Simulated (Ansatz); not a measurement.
**GeH2: single points off equilibrium**

An exercise on one series of results from a longer session: the logs are not shown, and one member is left open.

Method: single points in def2-TZVPP; program: Ansatz 0.2.0, Gaussian basis.

Cores are frozen in the correlated methods. Filled d shells of the heavier atoms are correlated.

## The system as given

3 atoms, charge 0, spin multiplicity 1.

Atoms are counted from 1 here; the program's logs count them from 0.

Bond lengths: Ge1–H2 1.577 Å, Ge1–H3 1.613 Å. Angles: H2–Ge1–H3 92.0°.

Coordinates:

| atom | x (Å) | y (Å) | z (Å) |
| --- | --- | --- | --- |
| Ge1 | -0.5939 | 0.4225 | -0.2746 |
| H2 | 0.7397 | 0.7762 | 0.4892 |
| H3 | -0.2484 | -1.1531 | -0.2650 |

The first run:

Input file run/in.yaml:

```yaml
crystal:
  periodic: [false, false, false]
  atoms:
    - {symbol: Ge, position_ang: [-0.593858, 0.422548, -0.274610]}
    - {symbol: H, position_ang: [0.739744, 0.776195, 0.489173]}
    - {symbol: H, position_ang: [-0.248381, -1.153081, -0.265049]}
basis:
  gaussian: {orbitals: def2-TZVPP}
hamiltonian: {xc: pbe, dispersion: d4}
output: {forces: true}
```

Command:

```
$ ansatz run in.yaml --threads 2 --pin off --events-out ev --progress --plain --max-ram 3481MiB
```

Steps of the session up to this table: PBE-D4/def2-TZVPP; r2SCAN-D4/def2-TZVPP; PBE0-D4/def2-TZVPP; wB97M-V/def2-TZVPP; CCSD(T)/def2-TZVPP.

One table of the session follows, with a row left open; its other results are not shown here.

| method | RMS force component (eV/Å) | angle to CCSD(T) forces (°) | dipole (D) |
| --- | --- | --- | --- |
| PBE-D4 | 0.231 | 70.1 | 0.20 |
| r2SCAN-D4 | 0.168 | 26.1 | 0.13 |
| PBE0-D4 | 0.169 | 33.2 | 0.14 |
| wB97M-V | ? | ? | ? |
| CCSD(T) | 0.179 | reference | 0.11 |

Estimate the missing values for wB97M-V.

**Answer.** RMS force component (eV/Å): 0.177; angle to CCSD(T) forces (°): 9.3; dipole (D): 0.22. In the column «RMS force component (eV/Å)» it lies between PBE0-D4 (0.169) and CCSD(T) (0.179).

Limits of these values: CCSD(T) in triple zeta still lacks some correlation energy of the bonds, so part of these gaps is its own basis error and they don't rank the functionals.
